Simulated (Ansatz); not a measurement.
# GeH4O2: molecular dynamics

The plan is to follow the molecule's vibrations and see whether its bonds hold. The start is relaxed first. Runs: 300 steps of 0.5 fs at constant energy, with velocities drawn for 300 K. SMILES of the start: [OH][GeH2][OH].

Program: Ansatz 0.2.0. Level of theory: RKS BLYP-D4/def2-SVP. These are calculated values, not measurements.

## Step 1: The starting structure

Bond lengths: Ge1–O2 1.770 Å, O2–H3 1.010 Å, Ge1–O4 1.770 Å, O4–H5 1.010 Å, Ge1–H6 1.549 Å, Ge1–H7 1.549 Å. Angles: Ge1–O2–H3 109.5°, O2–Ge1–O4 109.4°, O2–Ge1–H6 109.5°, O2–Ge1–H7 109.5°, O4–Ge1–H6 109.5°, O4–Ge1–H7 109.5°, H6–Ge1–H7 109.5°, Ge1–O4–H5 109.5°.

Structure file:

```xyz
7

Ge    0.0000    0.0000    0.0000
O     0.0000    0.0000    1.7700
H    -0.9095   -0.2814    2.1071
O     1.6691    0.0000   -0.5894
H     1.9855   -0.9521   -0.7061
H    -0.7300    1.2648   -0.5162
H    -0.7300   -1.2648   -0.5162
```

## Step 2: Relaxing the start

Contents of input.yaml:

```yaml
crystal:
  periodic: [false, false, false]
  atoms:
    - { symbol: Ge, position_ang: [0.0, 0.0, 0.0] }
    - { symbol: O, position_ang: [0.0, 0.0, 1.77] }
    - { symbol: H, position_ang: [-0.9095, -0.2814, 2.1071] }
    - { symbol: O, position_ang: [1.6691, 0.0, -0.5894] }
    - { symbol: H, position_ang: [1.9855, -0.9521, -0.7061] }
    - { symbol: H, position_ang: [-0.73, 1.2648, -0.5162] }
    - { symbol: H, position_ang: [-0.73, -1.2648, -0.5162] }
basis:
  gaussian: { orbitals: def2-SVP }
hamiltonian:
  xc: blyp
  dispersion: d4
relax:
  f_tol: 0.02
  max_steps: 40
```

On the command line:

```sh
$ ansatz run input.yaml --threads 1 --pin off --max-ram 2048MiB --backend cpu --events-out ev --progress --plain --runs-dir out
```

The runs that follow: The run.

**Question.** What will these runs give? Wanted: relaxation of the start; temperature, first and last step; temperature, second half; potential energy, second half; largest change of the total energy; bonds formed or broken.

As calculated:

| quantity | value |
| --- | --- |
| relaxation of the start | 13 moves, 0.170 eV lower |
| length | 300 steps of 0.5 fs |
| temperature, first and last step | 300 and 221 K |
| temperature, second half | mean 148 K, from 52 to 238 K |
| potential energy, second half | +14 meV/atom from the start |
| largest change of the total energy | 0.28 meV/atom |
| bonds formed or broken | 0 |

In words: The temperature starts at 300 K and averages 148 K in the second half, where it ranges from 52 to 238 K. About half is expected from a start at a minimum: kinetic energy passes into potential energy until both shares match. The total energy strays from its start by at most 0.28 meV/atom, 2.0 % of the mean kinetic energy, fair for a step of 0.5 fs. No bond forms or breaks. A run of 150 fs with 7 atoms shows the motion but fixes no equilibrium value. The nuclei move classically, without zero-point motion, which matters most for hydrogen.
